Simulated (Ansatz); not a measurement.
# ScAu2: squeezing one contact

One table from this session's results is given with a row withheld; the runs are named, their logs left out.

Program: Ansatz 0.2.0. Level of theory: DFT, r2SCAN, PAW with Ansatz's default frozen-core files, scalar-relativistic. These are calculated values, not measurements.

4 further runs of the same task are left out: 3 that didn't finish, 1 set aside as unsound or not needed.

## The system as given

Symmetry: I4/mmm, No. 139, tetragonal system. Conventional cell: a = 3.544 Å, b = 3.544 Å, c = 8.777 Å, α = 90.00°, β = 90.00°, γ = 90.00°. Sc (site symmetry 4/mmm) has 10 Au at 2.89 to 2.96 Å as nearest neighbours. Au (site symmetry 4mm) has 5 Au at 2.86 to 2.93 Å and 5 Sc at 2.89 to 2.96 Å as nearest neighbours.

Structure file:

```xyz
3
Lattice="-1.7721 1.7721 4.3885 1.7721 -1.7721 4.3885 1.7721 1.7721 -4.3885" Properties=species:S:1:pos:R:3 pbc="T T T"
Sc    0.0000    0.0000    0.0000
Au    0.0000    0.0000    5.8201
Au    0.0000    0.0000    2.9569
```

Atoms are numbered in the order of the input: Sc1, Au2, Au3.

The first run:

Input file input.yaml:

```yaml
crystal:
  lattice:
    - [-1.7720936272, 1.7720936272, 4.388505034]
    - [1.7720936272, -1.7720936272, 4.388505034]
    - [1.7720936272, 1.7720936272, -4.388505034]
  atoms:
    - { symbol: Sc, position: [0.0, 0.0, 0.0] }
    - { symbol: Au, position: [0.66310853, 0.66310853, 0.0] }
    - { symbol: Au, position: [0.33689147, 0.33689147, 0.0] }
kpoints:
  mp_grid: { grid: [12, 12, 12] }
scf:
  occupations: { method: fermi_dirac, width: 0.05 }
hamiltonian:
  xc: r2scan
  pseudopotentials: { kind: paw }
output:
  forces: true
  stress: true
  eigenvalues: true
  efg: { contact_densities: true }
  populations: true
```

Run with:

```
> ansatz run input.yaml --threads 1 --pin off --max-ram 3072MiB --backend cpu --events-out ev --progress --plain --runs-dir out
```

Steps of the session up to this table: Shortest bond scaled by 1, PAW; Shortest bond scaled by 0.94, PAW; Shortest bond scaled by 0.82, PAW; Shortest bond scaled by 0.76, PAW; Shortest bond scaled by 0.64, PAW; Shortest bond scaled by 0.64, PAW (partial_waves polarizable).

One of the session's tables, all rows but one given; the rest of the session is left out.

```
                         method  length (Å)  F from the given length (eV/cell)  force along the bond (eV/Å)  pressure (GPa)  largest force (eV/Å)
                            PAW       1.832                             13.311                       52.422          104.85                52.422
                            PAW       2.176                              3.162                       14.307           31.81                14.307
                            PAW       2.348                                  ?                            ?               ?                     ?
                            PAW       2.691                              0.105                        1.309            1.33                 1.309
                            PAW       2.863                              0.000                        0.004           -0.46                 0.004
PAW (partial_waves polarizable)       1.832                                  –                       52.387          104.79                52.387
```

**Question.** Estimate the row for PAW, 2.348.

**Answer.** F from the given length (eV/cell): 1.377; force along the bond (eV/Å): 7.217; pressure (GPa): 15.49; largest force (eV/Å): 7.217.

To keep in mind: Warnings in the runs' records: gradients without spin orbit.
